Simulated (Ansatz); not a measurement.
# LiC18: the cost of one run

Method: DFT PBE, plane waves, PAW, scalar-relativistic, collinear spin, in Ansatz 0.2.0.

**1. Starting point**

The cell holds 19 atoms (C18Li): a = 7.398 Å, b = 7.398 Å, c = 13.000 Å, α = 90.00°, β = 90.00°, γ = 120.00°.

The coordinates stand in the first input below.

**2. End point A**

input.yaml

```yaml
crystal:
  lattice:
    - [7.398, 0.0, 0.0]
    - [-3.699, 6.406856, 0.0]
    - [0.0, 0.0, 13.0]
  atoms:
    - { symbol: C, position: [0.0, 0.0, 0.0769231] }
    - { symbol: C, position: [0.2222222, 0.1111111, 0.0769231] }
    - { symbol: C, position: [0.0, 0.3333333, 0.0769231] }
    - { symbol: C, position: [0.2222222, 0.4444444, 0.0769231] }
    - { symbol: C, position: [0.0, 0.6666667, 0.0769231] }
    - { symbol: C, position: [0.2222222, 0.7777778, 0.0769231] }
    - { symbol: C, position: [0.3333333, 0.0, 0.0769231] }
    - { symbol: C, position: [0.5555556, 0.1111111, 0.0769231] }
    - { symbol: C, position: [0.3333333, 0.3333333, 0.0769231] }
    - { symbol: C, position: [0.5555556, 0.4444444, 0.0769231] }
    - { symbol: C, position: [0.3333333, 0.6666667, 0.0769231] }
    - { symbol: C, position: [0.5555556, 0.7777778, 0.0769231] }
    - { symbol: C, position: [0.6666667, 0.0, 0.0769231] }
    - { symbol: C, position: [0.8888889, 0.1111111, 0.0769231] }
    - { symbol: C, position: [0.6666667, 0.3333333, 0.0769231] }
    - { symbol: C, position: [0.8888889, 0.4444444, 0.0769231] }
    - { symbol: C, position: [0.6666667, 0.6666667, 0.0769231] }
    - { symbol: C, position: [0.8888889, 0.7777778, 0.0769231] }
    - { symbol: Li, position: [0.6429015, 0.8188342, 0.2307692], spin: 1.0 }
magnetization:
  spin_polarized: true
basis:
  ecutwfc: 420.0
kpoints:
  mp_grid: { grid: [2, 2, 1] }
hamiltonian:
  xc: pbe
scf:
  occupations: { method: gaussian, width: 0.05 }
  lower_state_search: "off"
relax:
  f_tol: 0.03
  max_steps: 60
  adjacent_minimum: "off"
```

Launch:

```
$ ansatz run input.yaml --threads 2 --pin off --max-ram 5120MiB --backend cpu --events-out ev --progress --plain --runs-dir out
```

What time and memory should one allow on 2 threads of Arm Neoverse V2, shared host?

About 55 s, with a peak of 0.91 GiB.
